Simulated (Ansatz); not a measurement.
**Nb: a strain scan**

The task, for Nb: strain the cell along the Voigt pattern (0, 1, 0, 0, 0, 0).

The COD entry's cell or inner coordinates are ideal or old and differ from later refinements, so a difference from it is no clean test against experiment.

Method: DFT PBEsol, scalar-relativistic, plane waves, PAW, in Ansatz 0.2.0.

## Step 1: The structure to begin with

The structure is cubic, space group Im-3m (No. 229). Conventional cell: a = 3.328 Å, b = 3.328 Å, c = 3.328 Å, α = 90.00°, β = 90.00°, γ = 90.00°. Nb (site symmetry m-3m) has 8 Nb at 2.88 Å in its first shell of neighbours.

Coordinates:

```
CELL_PARAMETERS angstrom
-1.66395 1.66395 1.66395
1.66395 -1.66395 1.66395
1.66395 1.66395 -1.66395
ATOMIC_POSITIONS crystal
Nb 0.00000 0.00000 0.00000
```

No relaxation comes first: the listed cell is the starting point.

## Step 2: Zero of energy

Reference values: F = -4495.4362 eV; pressure -8.49 GPa; largest force 0.000 eV/Å; gap on the mesh none (metal). It was computed beforehand with the settings of the runs below.

## Step 3: The scan: a strain scan

The cell is strained by ε times the Voigt pattern (0, 1, 0, 0, 0, 0) (xx, yy, zz, yz, xz, xy; engineering shear), with fractional coordinates fixed (clamped ions). The stress on the pattern is the sum of the stress components weighted by it, tension positive.

## Step 4: Point ε = -0.1500

Contents of input.yaml:

```yaml
crystal:
  lattice:
    - [-1.66395, 1.4143575, 1.66395]
    - [1.66395, -1.4143575, 1.66395]
    - [1.66395, 1.4143575, -1.66395]
  atoms:
    - { symbol: Nb, position: [0.0, 0.0, 0.0] }
basis:
  ecutwfc: 420
kpoints:
  mp_grid: { grid: [20, 20, 20] }
hamiltonian:
  xc: pbesol
scf:
  occupations: { method: gaussian, width: 0.15 }
output:
  forces: true
  stress: true
  eigenvalues: true
```

Command:

```
ansatz run input.yaml --threads 1 --pin off --max-ram 2560MiB --backend cpu --events-out ev --progress --plain --runs-dir out
```

## Step 5: ε = 0.1125

Edit input.yaml of step 4 so:

```diff
@@ -2,5 +2,5 @@
   lattice:
-    - [-1.66395, 1.4143575, 1.66395]
-    - [1.66395, -1.4143575, 1.66395]
-    - [1.66395, 1.4143575, -1.66395]
+    - [-1.66395, 1.851144375, 1.66395]
+    - [1.66395, -1.851144375, 1.66395]
+    - [1.66395, 1.851144375, -1.66395]
   atoms:
```

## Step 6: At ε = -0.0750

Edit input.yaml of step 5 so:

```diff
@@ -2,5 +2,5 @@
   lattice:
-    - [-1.66395, 1.851144375, 1.66395]
-    - [1.66395, -1.851144375, 1.66395]
-    - [1.66395, 1.851144375, -1.66395]
+    - [-1.66395, 1.53915375, 1.66395]
+    - [1.66395, -1.53915375, 1.66395]
+    - [1.66395, 1.53915375, -1.66395]
   atoms:
```

## Step 7: ε = 0.0375

Edit input.yaml of step 6 so:

```diff
@@ -2,5 +2,5 @@
   lattice:
-    - [-1.66395, 1.53915375, 1.66395]
-    - [1.66395, -1.53915375, 1.66395]
-    - [1.66395, 1.53915375, -1.66395]
+    - [-1.66395, 1.726348125, 1.66395]
+    - [1.66395, -1.726348125, 1.66395]
+    - [1.66395, 1.726348125, -1.66395]
   atoms:
```

## Step 8: At ε = 0.1500

Edit input.yaml of step 7 so:

```diff
@@ -2,5 +2,5 @@
   lattice:
-    - [-1.66395, 1.726348125, 1.66395]
-    - [1.66395, -1.726348125, 1.66395]
-    - [1.66395, 1.726348125, -1.66395]
+    - [-1.66395, 1.9135425, 1.66395]
+    - [1.66395, -1.9135425, 1.66395]
+    - [1.66395, 1.9135425, -1.66395]
   atoms:
```

## Step 9: ε = -0.1125

Edit input.yaml of step 8 so:

```diff
@@ -2,5 +2,5 @@
   lattice:
-    - [-1.66395, 1.9135425, 1.66395]
-    - [1.66395, -1.9135425, 1.66395]
-    - [1.66395, 1.9135425, -1.66395]
+    - [-1.66395, 1.476755625, 1.66395]
+    - [1.66395, -1.476755625, 1.66395]
+    - [1.66395, 1.476755625, -1.66395]
   atoms:
```

## Step 10: At ε = 0.0750

Edit input.yaml of step 9 so:

```diff
@@ -2,5 +2,5 @@
   lattice:
-    - [-1.66395, 1.476755625, 1.66395]
-    - [1.66395, -1.476755625, 1.66395]
-    - [1.66395, 1.476755625, -1.66395]
+    - [-1.66395, 1.78874625, 1.66395]
+    - [1.66395, -1.78874625, 1.66395]
+    - [1.66395, 1.78874625, -1.66395]
   atoms:
```

## Step 11: At ε = -0.0375

Contents of input.yaml:

```yaml
crystal:
  lattice:
    - [-1.66395, 1.601551875, 1.66395]
    - [1.66395, -1.601551875, 1.66395]
    - [1.66395, 1.601551875, -1.66395]
  atoms:
    - { symbol: Nb, position: [0.0, 0.0, 0.0] }
basis:
  ecutwfc: 420
kpoints:
  mp_grid: { grid: [20, 20, 20] }
hamiltonian:
  xc: pbesol
scf:
  occupations: { method: gaussian, width: 0.15 }
output:
  forces: true
  stress: true
  eigenvalues: true
  write_density: true
  write_potential: true
  elf: true
  volumetric_format: npy
```

## Step 12: Point ε = 0.1312

Contents of input.yaml:

```yaml
crystal:
  lattice:
    - [-1.66395, 1.88226024, 1.66395]
    - [1.66395, -1.88226024, 1.66395]
    - [1.66395, 1.88226024, -1.66395]
  atoms:
    - { symbol: Nb, position: [0.0, 0.0, 0.0] }
basis:
  ecutwfc: 420
kpoints:
  mp_grid: { grid: [20, 20, 20] }
hamiltonian:
  xc: pbesol
scf:
  occupations: { method: gaussian, width: 0.15 }
output:
  forces: true
  stress: true
  eigenvalues: true
```

(Steps that only read results are left out.)

Before running it: what results should come out? Wanted: slope of the stress at ε = 0, over ±0.0375.

**Answer**, as computed:

| quantity | value |
| --- | --- |
| slope of the stress at ε = 0, over ±0.0375 | 218 GPa |

What this shows: The slope of the stress at zero strain, 218 GPa, estimates C22 with clamped ions in this Cartesian frame. The step is wide, so higher orders mix in. The reference stands under -8.5 GPa, so this is no zero-stress constant. The undisturbed cell is not the lowest point: the energy is 17.7 meV/atom lower at ε = -0.0375; the cell was taken as given and not relaxed at this level.
